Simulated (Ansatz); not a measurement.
Predict the output of the script below (Ansatz 0.2.0 through its Python package).

`energy_brclh2si.py`:
```python
import logging
import sys
import warnings

import ansatz as az
import numpy as np
import pandas as pd

logging.basicConfig(stream=sys.stdout, format='%(levelname)s:%(name)s:%(message)s')
log = logging.getLogger('ansatz_job')
log.setLevel(logging.INFO)

BASIS_SET = 'def2-SVP'
FUNCTIONAL = 'PBE'


def main() -> None:
    warnings.simplefilter('ignore', az.DeckWarning)

    geometry_ang = [
        ('Cl', [-0.9032, -0.5398, 1.6708]),
        ('Si', [0.1274, -0.0744, -0.026]),
        ('Br', [-1.0281, 1.3486, -1.3039]),
        ('H', [0.4311, -1.3325, -0.7617]),
        ('H', [1.4227, 0.5244, 0.3795]),
    ]
    mol = az.Crystal.molecule()
    for symbol, xyz in geometry_ang:
        mol = mol.atom(symbol, xyz)

    base = (
        mol.calculation()
        .basis(gaussian=BASIS_SET)
        .functional(FUNCTIONAL)
        .forces()
    )
    print(base.to_yaml())
    trace = []
    result = base.session().plan().execute(on_event=trace.append)
    report = result.report
    for event in trace:
        if event['event'] == 'mean_field_evaluation' and event['data']['evaluation'] <= 25:
            log.info('pass {evaluation:3d}  E = {energy_ev:.6f} eV  gradient {gradient_ev:.1e}'.format(**event['data']))

    log.info('reference energy %16.6f eV' % report['reference_energy_ev'])
    log.info('total energy     %16.6f eV' % report['free_energy_ev'])
    print('occupied orbitals outside the frozen core (up, down):', report['n_occupied'], ' frozen:', report['n_frozen'], ' virtual:', report['n_virtual'])

    symbols = [site.symbol for site in mol.cartesian_sites]
    forces = np.array(report['forces_ev_ang'])
    print('largest force', round(float(np.linalg.norm(forces, axis=1).max()), 4), 'eV/A, rms', round(float(np.sqrt((forces ** 2).mean())), 4))

    charges = report['charge_distribution']
    table = pd.DataFrame({'atom': symbols, 'mulliken': charges['mulliken_charges_e'], 'lowdin': charges['lowdin_charges_e']})
    print(table.round(3).to_string())
    print('dipole (e A):', np.round(charges['dipole_moment_e_ang'], 4) + 0.0)


if __name__ == '__main__':
    main()
```

```console
$ python energy_brclh2si.py
crystal:
  periodic: [false, false, false]
  atoms:
    - { symbol: Cl, position_ang: [-0.9032, -0.5398, 1.6708] }
    - { symbol: Si, position_ang: [0.1274, -0.0744, -0.026] }
    - { symbol: Br, position_ang: [-1.0281, 1.3486, -1.3039] }
    - { symbol: H, position_ang: [0.4311, -1.3325, -0.7617] }
    - { symbol: H, position_ang: [1.4227, 0.5244, 0.3795] }
basis:
  gaussian:
    orbitals: def2-SVP
hamiltonian:
  xc: pbe
output:
  forces: true

INFO:ansatz_job:pass   1  E = -90446.296100 eV  gradient 1.3e+01
INFO:ansatz_job:pass   2  E = -90446.649370 eV  gradient 7.6e+00
INFO:ansatz_job:pass   3  E = -90446.805502 eV  gradient 2.1e+00
INFO:ansatz_job:pass   4  E = -90446.818470 eV  gradient 5.8e-01
INFO:ansatz_job:pass   5  E = -90446.819082 eV  gradient 1.0e-01
INFO:ansatz_job:pass   6  E = -90446.724390 eV  gradient 1.3e-01
INFO:ansatz_job:pass   7  E = -90446.724418 eV  gradient 6.2e-02
INFO:ansatz_job:pass   8  E = -90446.724428 eV  gradient 2.6e-02
INFO:ansatz_job:pass   9  E = -90446.724430 eV  gradient 6.8e-03
INFO:ansatz_job:pass  10  E = -90446.724430 eV  gradient 6.7e-04
INFO:ansatz_job:pass  11  E = -90446.724430 eV  gradient 6.9e-04
INFO:ansatz_job:pass  12  E = -90446.724430 eV  gradient 1.1e-04
INFO:ansatz_job:pass  13  E = -90446.724430 eV  gradient 1.6e-05
INFO:ansatz_job:pass  14  E = -90446.724430 eV  gradient 1.6e-05
INFO:ansatz_job:reference energy    -90446.724458 eV
INFO:ansatz_job:total energy        -90446.724458 eV
occupied orbitals outside the frozen core (up, down): [34, 34]  frozen: 0  virtual: [44, 44]
largest force 0.6544 eV/A, rms 0.2421
  atom  mulliken  lowdin
0   Cl    -0.191   0.104
1   Si     0.460   0.020
2   Br    -0.203   0.039
3    H    -0.033  -0.081
4    H    -0.033  -0.082
dipole (e A): [ 0.1782 -0.0736 -0.0479]
```

Notes:
- Total energies depend on the basis set; only differences at equal settings carry meaning.
- The geometry is a force-field or estimated start, not a minimum of this method, and the basis set is short of its limit.
- The Löwdin charges here are taken after orthogonalising the functions within each atom; they differ from plain Löwdin charges, and their signs can be unphysical.
- Early passes use coarser integrals and grids, so their energies can't be compared with the last.
- It ran for 2.9 s on 1 thread of Arm Neoverse V1, with other jobs on the host, peak memory 0.22 GiB.
